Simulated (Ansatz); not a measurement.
# WC (singlet): from Hartree-Fock to the top rungs at distance W1–C2 = 3.175 Å, def2-SVP

An exercise on one series of results from a longer session: the logs are not shown, and one member is left open.

Computed with Ansatz 0.2.0, Gaussian basis. Level: def2-SVP, core rule «outside noble gas», up to 5 orbitals frozen.

The runs, in order: UHF; CCSD(T) on RHF; CISD; CCSDT(Q) on RHF; CASSCF and MRCISD+Q, 2 electrons in 2 orbitals; CASSCF and NEVPT2, 2 electrons in 2 orbitals; CASSCF and MRCISD+Q, 10 electrons in 10 orbitals; CASSCF and NEVPT2, 10 electrons in 10 orbitals.

10 further runs of the same task are left out: 5 for a known fault of the program, 5 that didn't finish. Runs told in other sessions of the task aren't counted.

### The geometry

The geometry derives from a PBE0/def2-TZVP stationary point (not a proven minimum). One bond is set to the value named and the two fragments are kept rigid. No spin-orbit coupling is included. Elements past krypton take def2 core potentials.

2 atoms, charge 0, spin multiplicity 1.

Atoms are counted from 1 here; the program's logs count them from 0.

No contacts short enough for the rule that draws bonds.

Coordinates:

```xyz
2
CW
W     0.0000    0.0000    0.0000
C     0.0000    0.0000    3.1750
```

Set-up of the first run:

Input file in.yaml:

```yaml
crystal:
  periodic: [false, false, false]
  atoms:
    - {symbol: W, position_ang: [0.000000, 0.000000, 0.000000]}
    - {symbol: C, position_ang: [0.000000, 0.000000, 3.175000]}
basis:
  gaussian: {orbitals: def2-SVP}
magnetization: {spin_polarized: true, initial_magnetization: 0}
hamiltonian: {xc: hf}
output: {orbitals: {seedname: orbitals}}
```

Launch:

```
$ ansatz run in.yaml --threads 1 --pin off --events-out ev --progress --plain --max-ram 2816MiB --backend cpu
```

Among the steps run: UHF; CCSD(T) on RHF; CISD; CCSDT(Q) on RHF; CASSCF and MRCISD+Q, 2 electrons in 2 orbitals; CASSCF and NEVPT2, 2 electrons in 2 orbitals; CASSCF and MRCISD+Q, 10 electrons in 10 orbitals; CASSCF and NEVPT2, 10 electrons in 10 orbitals.

One table of the session follows, with a row left open; its other results are not shown here.

```
          method  from RCCSDT(Q) (meV)
             UHF               +3814.6
            RMP2                     ?
            CISD               +3234.7
           RCCSD               +1518.9
        RCCSD(T)                -328.6
          RCCSDT                -126.8
       RCCSDT(Q)                     0
  CASSCF valence               +3752.5
  NEVPT2 valence                +578.4
  MRCISD valence                 -96.1
MRCISD+Q valence                -428.4
```

**Question.** Estimate the row for RMP2.

The run gave: from RCCSDT(Q) (meV): +1595.9. In the column «from RCCSDT(Q) (meV)» it lies between RCCSD (+1518.9) and CISD (+3234.7).

Limits of these values: The determinant of HF (⟨S²⟩ 3.65) is far from a pure spin state, so its energy mixes those of several spin states; that is harmless only where they are near-degenerate. Left out of the table: CASSCF pair, NEVPT2 pair, MRCISD pair, MRCISD+Q pair (the active space lost an orbital or holds another state than full CI finds). Left out of the table: RHF (another determinant or state than the rows shown). The program flags RCCSD(T), RCCSDT(Q) as in doubt, so the zero of the table is itself unsure. Warnings: restricted reference is unstable; spin contamination; coupled cluster took another determinant than the lowest; large T1 diagnostic. Warnings in the runs' records: passed over end.
